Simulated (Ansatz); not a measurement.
**Cl2FNbS: small, medium and large basis sets**

One table from this session's results is given with a row withheld; the runs are named, their logs left out.

Computed with Ansatz 0.2.0, Gaussian basis. Level: one geometry, several basis sets.

Levels to be run: PBE0-D4/def2-SVP; ωB97M-V/def2-SVP; PBE0-D4/def2-QZVPP; ωB97M-V/def2-QZVPP; the functionals' def2-TZVPP values are taken from earlier runs.

**The geometry**

The geometry comes from an earlier relaxation with PBE0-D4 in a triple-zeta def2 set; it is a stationary point. Nb takes the def2 core potential; no spin-orbit term is included.

SMILES `[F][Nb](=[S])([Cl])[Cl]`, 5 atoms, charge 0, spin multiplicity 1.

Atoms are counted from 1 here; the program's logs count them from 0.

Bond lengths: F1–Nb2 1.844 Å, Nb2–S3 2.119 Å, Nb2–Cl4 2.265 Å, Nb2–Cl5 2.265 Å. Angles: F1–Nb2–S3 108.1°, F1–Nb2–Cl4 110.9°, F1–Nb2–Cl5 110.9°, S3–Nb2–Cl4 108.1°, S3–Nb2–Cl5 108.1°, Cl4–Nb2–Cl5 110.6°.

Set-up of the first run:

in.yaml

```yaml
crystal:
  periodic: [false, false, false]
  atoms:
    - {symbol: F, position_ang: [-0.264987, -0.282065, 1.883788]}
    - {symbol: Nb, position_ang: [-0.003271, -0.025913, 0.076417]}
    - {symbol: S, position_ang: [1.638086, -1.223346, -0.526408]}
    - {symbol: Cl, position_ang: [-1.821630, -0.678487, -1.105272]}
    - {symbol: Cl, position_ang: [0.501801, 2.136111, -0.369927]}
basis:
  gaussian: {orbitals: def2-SVP}
hamiltonian: {xc: pbe0, dispersion: d4}
output: {orbitals: {seedname: orbitals}}
```

Command:

```sh
> ansatz run in.yaml --threads 4 --pin off --events-out ev --progress --plain --max-ram 10444MiB
```

Steps of the session up to this table: PBE0-D4 in def2-SVP; ωB97M-V in def2-SVP; PBE0-D4 in def2-QZVPP; ωB97M-V in def2-QZVPP.

One of the session's tables, all rows but one given; the rest of the session is left out.

It belongs to the step «Density functionals: the series». 

| functional | basis | HOMO (eV) | LUMO (eV) |
| --- | --- | --- | --- |
| PBE0-D4 | def2-SVP | -8.54 | -3.22 |
| PBE0-D4 | def2-TZVPP | -8.49 | -3.23 |
| PBE0-D4 | def2-QZVPP | -8.49 | -3.23 |
| ωB97M-V | def2-SVP | -10.55 | -1.08 |
| ωB97M-V | def2-TZVPP | ? | ? |
| ωB97M-V | def2-QZVPP | -10.55 | -1.17 |

Q: Estimate the row for ωB97M-V, def2-TZVPP from the others.

**Answer.** HOMO (eV): -10.54; LUMO (eV): -1.16. In the column «HOMO (eV)» it lies between ωB97M-V, def2-QZVPP (-10.55) and PBE0-D4, def2-SVP (-8.54).
